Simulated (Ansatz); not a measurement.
# ZnPb6F: the cost of one run

Computed with Ansatz 0.2.0 (DFT PBE, scalar-relativistic, plane waves, PAW, unless a step's input says otherwise).

## (1) The starting structure

It takes space group Fm-3m (No. 225, cubic). The conventional cell has a = 9.847 Å, b = 9.847 Å, c = 9.847 Å, α = 90.00°, β = 90.00°, γ = 90.00°. Zn (site symmetry m-3m) is surrounded by 6 Pb at 2.78 Å. Around Pb (site symmetry 4mm) lie 1 F at 2.15 Å. F (site symmetry m-3m) is surrounded by 6 Pb at 2.15 Å.

As a file:

```
CELL_PARAMETERS angstrom
0.00000 4.92368 4.92368
4.92368 0.00000 4.92368
4.92368 4.92368 0.00000
ATOMIC_POSITIONS crystal
Zn 0.00000 0.00000 0.00000
Pb 0.71785 0.28215 0.28215
Pb 0.28215 0.71785 0.71785
Pb 0.28215 0.71785 0.28215
Pb 0.71785 0.28215 0.71785
Pb 0.28215 0.28215 0.71785
Pb 0.71785 0.71785 0.28215
F 0.50000 0.50000 0.50000
```

Recipe of the guess: random cell by space group and Wyckoff sites (Fm-3m, No. 225). Its size is a rough estimate.

## (2) The guess as it stands, on a coarse mesh

input.yaml reads:

```yaml
crystal:
  lattice:
    - [0.0, 4.92367859, 4.92367859]
    - [4.92367859, 0.0, 4.92367859]
    - [4.92367859, 4.92367859, 0.0]
  atoms:
    - { symbol: Zn, position: [0.0, 0.0, 0.0] }
    - { symbol: Pb, position: [0.71785284, 0.28214716, 0.28214716] }
    - { symbol: Pb, position: [0.28214716, 0.71785284, 0.71785284] }
    - { symbol: Pb, position: [0.28214716, 0.71785284, 0.28214716] }
    - { symbol: Pb, position: [0.71785284, 0.28214716, 0.71785284] }
    - { symbol: Pb, position: [0.28214716, 0.28214716, 0.71785284] }
    - { symbol: Pb, position: [0.71785284, 0.71785284, 0.28214716] }
    - { symbol: F, position: [0.5, 0.5, 0.5] }
basis:
  ecutwfc: 420
kpoints:
  mp_grid: { grid: [4, 4, 4] }
hamiltonian:
  xc: pbe
scf:
  occupations: { method: gaussian, width: 0.1 }
  lower_state_search: "off"
output:
  forces: true
  stress: true
  eigenvalues: true
```

Run with:

```console
> ansatz run input.yaml --threads 1 --pin off --max-ram 2560MiB --backend cpu --events-out ev --progress --plain --runs-dir out
```

What time and memory should one allow on 1 thread of Intel Xeon Platinum 8375C at 2.90GHz (Ice Lake), shared host?

About 7.8 s, with a peak of 0.59 GiB.
